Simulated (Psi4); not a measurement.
# GaNH4 (GaH2(NH2)) at SCAN/cc-pVDZ (sweep point 4)

What is the vertical electron affinity of GaNH4 (GaH2(NH2)) at SCAN/cc-pVDZ (sweep point 4)? The job is set up through a Python script.

The calculation is run with Psi4 1.11.

4 further runs of the same task are left out: 4 set aside as unsound or not needed.

## 1. The structure to begin with

GaNH4 has 6 atoms, charge 0, and is taken as a singlet. SMILES: `[H][Ga]([H])[NH2]`. Geometry: a GFN2-xTB relaxation, a rough one for these elements and not checked as a minimum.

Bond lengths: Ga1–N4 1.802 Å, Ga1–H2 1.547 Å, Ga1–H3 1.547 Å, N4–H5 1.013 Å, N4–H6 1.014 Å. Angles: Ga1–N4–H5 125.6°, Ga1–N4–H6 126.0°, H2–Ga1–N4 119.2°, H3–Ga1–N4 119.0°, H5–N4–H6 108.4°, H2–Ga1–H3 121.8°.

## 2. The energy at SCAN/cc-pVDZ (sweep point 4)

Contents of run.py:

```python
import psi4

psi4.set_memory('1600 MB')
psi4.set_num_threads(1)
psi4.set_output_file('psi4.out', False)

molecule = psi4.geometry("""
0 1
Ga     0.80133836     1.38603852     0.01445640
H      3.57165796     1.42502357     0.94762206
H     -0.55057171     3.81395865    -0.89601364
N     -0.90366703    -1.56053583    -0.00236216
H     -2.71311759    -1.79733741    -0.58218682
H     -0.20564000    -3.26714750     0.51848416
units bohr
symmetry c1
""")

psi4.set_options({
    'basis': 'cc-pVDZ',
    'reference': 'rks',
    'puream': True,
    'scf_type': 'pk',
    'dft_radial_points': 50,
    'dft_spherical_points': 194,
})

energy_value, wavefunction = psi4.energy("scan", return_wfn=True)
print(f'total energy {energy_value:.8f} hartree = {energy_value * 27.211386:.5f} eV')
```

Launch:

```
$ python run.py
```

psi4.out:

```text
[...]
  Running in c1 symmetry.
[...]
  Nuclear repulsion =  108.906552836141557
[...]
  Multiplicity = 1
[...]
  Nalpha       = 21
  Nbeta        = 21
[...]
    Number of basis functions: 61
[...]
   @RKS iter   1: -1981.29831421621293   -2.85162e+00   1.88388e-02 ADIIS/DIIS
[...]
   @RKS iter   9: -1982.10399329490406   -1.57158e-08   1.46461e-07 DIIS
[...]
    Orbital Energies [Eh]
    ---------------------
    Doubly Occupied:
       1A   -371.924901     2A    -45.932231     3A    -40.636673
       4A    -40.633286     5A    -40.632915     6A    -14.142999
       7A     -5.440456     8A     -3.711077     9A     -3.701179
      10A     -3.700502    11A     -0.810779    12A     -0.756294
      13A     -0.753809    14A     -0.752745    15A     -0.751945
      16A     -0.737979    17A     -0.435180    18A     -0.432084
      19A     -0.318252    20A     -0.269226    21A     -0.228769
[...]
  @RKS Final Energy: -1982.10399329490406
   => Energetics <=
    Nuclear Repulsion Energy =            108.9065528361415573
    One-Electron Energy =               -2976.9719657216496671
    Two-Electron Energy =                 969.4956992635837878
    DFT Exchange-Correlation Energy =     -83.5342796729799062
    Empirical Dispersion Energy =           0.0000000000000000
    VV10 Nonlocal Energy =                  0.0000000000000000
    Total Energy =                      -1982.1039932949040576
[...]
 Multipole Moments:
 ------------------------------------------------------------------------------------
     Multipole            Electronic (a.u.)      Nuclear  (a.u.)        Total (a.u.)
 ------------------------------------------------------------------------------------
 L = 1.  Multiply by 2.5417464519 to convert [e a0] to [Debye]
 Dipole X            :          1.7165083           -1.9963096           -0.2798012
 Dipole Y            :          2.9597897           -3.4536159           -0.4938262
 Dipole Z            :          0.0233284           -0.0398680           -0.0165396
 Magnitude           :                                                    0.5678262
[...]
```

The script printed:

```text
total energy -1982.10399329 hartree = -53935.79685 eV
```

It took 13 s on 1 thread of Intel Xeon Platinum 8259CL at 2.50GHz (Skylake/Cascade Lake), shared host; peak memory 0.66 GiB.

## 3. The doublet anion at the same level

Contents of run.py:

```python
import psi4

psi4.set_memory('1600 MB')
psi4.set_num_threads(1)
psi4.set_output_file('gah4n.out', False)

m = psi4.geometry("""
-1 2
Ga     0.80133836     1.38603852     0.01445640
H      3.57165796     1.42502357     0.94762206
H     -0.55057171     3.81395865    -0.89601364
N     -0.90366703    -1.56053583    -0.00236216
H     -2.71311759    -1.79733741    -0.58218682
H     -0.20564000    -3.26714750     0.51848416
units bohr
symmetry c1
""")

psi4.set_options({
    'basis': 'cc-pVDZ',
    'reference': 'uks',
    'puream': True,
    'scf_type': 'pk',
    'dft_radial_points': 50,
    'dft_spherical_points': 194,
    'maxiter': 150,
})

energy_value, wavefunction = psi4.energy('scan', molecule=m, return_wfn=True)
print('E =', round(energy_value, 9))
for k, v in sorted(psi4.core.scalar_variables().items()):
    print(f'{k:45s} {v:18.10f}')
```

Launch:

```
$ python run.py
```

gah4n.out:

```text
[...]
  Running in c1 symmetry.
[...]
  Nuclear repulsion =  108.906552836141557
[...]
  Multiplicity = 2
[...]
  Nalpha       = 22
  Nbeta        = 21
[...]
    Number of basis functions: 61
[...]
   @UKS iter   1: -1980.93256595320304   -2.48587e+00   2.05919e-02 DIIS/ADIIS
[...]
   @UKS iter  10: -1982.06262023495719   -7.32462e-09   7.50105e-07 DIIS
[...]
   @S^2 Observed:                7.549009887E-01
[...]
    Orbital Energies [Eh]
    ---------------------
    Alpha Occupied:
       1A   -371.683781     2A    -45.690638     3A    -40.394522
       4A    -40.392480     5A    -40.391836     6A    -13.925054
       7A     -5.197353     8A     -3.462773     9A     -3.460532
      10A     -3.460358    11A     -0.592736    12A     -0.513206
      13A     -0.512381    14A     -0.509649    15A     -0.508847
      16A     -0.503794    17A     -0.230536    18A     -0.213325
      19A     -0.101467    20A     -0.054443    21A     -0.019338
      22A      0.132124
    Alpha Virtual:
      23A      0.205493    24A      0.249926    25A      0.280556
[...]
  @UKS Final Energy: -1982.06262023495719
   => Energetics <=
    Nuclear Repulsion Energy =            108.9065528361415573
    One-Electron Energy =               -2986.7076664619735311
    Two-Electron Energy =                 979.4805785836791756
    DFT Exchange-Correlation Energy =     -83.7420851928046233
    Empirical Dispersion Energy =           0.0000000000000000
    VV10 Nonlocal Energy =                  0.0000000000000000
    Total Energy =                      -1982.0626202349571940
[...]
 Multipole Moments:
 ------------------------------------------------------------------------------------
     Multipole            Electronic (a.u.)      Nuclear  (a.u.)        Total (a.u.)
 ------------------------------------------------------------------------------------
 L = 1.  Multiply by 2.5417464519 to convert [e a0] to [Debye]
 Dipole X            :          1.4997483           -1.9963096           -0.4965612
 Dipole Y            :          2.5900278           -3.4536159           -0.8635881
 Dipole Z            :          0.0276532           -0.0398680           -0.0122148
 Magnitude           :                                                    0.9962463
[...]
```

The script printed:

```text
E = -1982.062620235
CURRENT ENERGY                                  -1982.0626202350
CURRENT REFERENCE ENERGY                        -1982.0626202350
DD SOLVATION ENERGY                                 0.0000000000
DFT FUNCTIONAL TOTAL ENERGY                     -1982.0626202350
DFT TOTAL ENERGY                                -1982.0626202350
DFT VV10 ENERGY                                     0.0000000000
DFT XC ENERGY                                     -83.7420851928
GRID ELECTRONS ALPHA                               21.9999128855
GRID ELECTRONS BETA                                20.9999616352
GRID ELECTRONS TOTAL                               42.9998745208
NUCLEAR REPULSION ENERGY                          108.9065528361
ONE-ELECTRON ENERGY                             -2986.7076664620
PCM POLARIZATION ENERGY                             0.0000000000
PE ENERGY                                           0.0000000000
SCF ITERATION ENERGY                            -1982.0626202350
SCF ITERATIONS                                     10.0000000000
SCF TOTAL ENERGY                                -1982.0626202350
TWO-ELECTRON ENERGY                               979.4805785837
XC GRID RADIAL POINTS                              50.0000000000
XC GRID SPHERICAL POINTS                          194.0000000000
XC GRID TOTAL POINTS                            56849.0000000000
```

It took 16 s on 1 thread of Intel Xeon Platinum 8259CL at 2.50GHz (Skylake/Cascade Lake), shared host; peak memory 0.66 GiB.

## 4. Summary of results

At SCAN/cc-pVDZ (sweep point 4):

```
                                         quantity           value
                      singlet GaNH4: total energy  -1982.10399 Eh
                     singlet GaNH4: dipole moment          1.44 D
                       singlet GaNH4: HOMO energy        -6.23 eV
                       singlet GaNH4: LUMO energy        -1.08 eV
                     singlet GaNH4: HOMO–LUMO gap         5.14 eV
                      doublet anion: total energy  -1982.06262 Eh
doublet anion: HOMO energy (highest over α and β)         3.60 eV
 doublet anion: LUMO energy (lowest over α and β)         5.22 eV
                              doublet anion: ⟨S²⟩           0.755
vertical electron affinity (to the doublet anion)       -1.126 eV
```

**Reading.** The anion lies 1.13 eV (26 kcal/mol) above the neutral: the electron isn't bound at this level, and such a value depends on the basis. Without diffuse functions anions come out too high. The HOMO (doublet anion) lies at positive energy, 3.60 eV, as semi-local functionals often give for anions; only total energies tell whether the electron is bound.
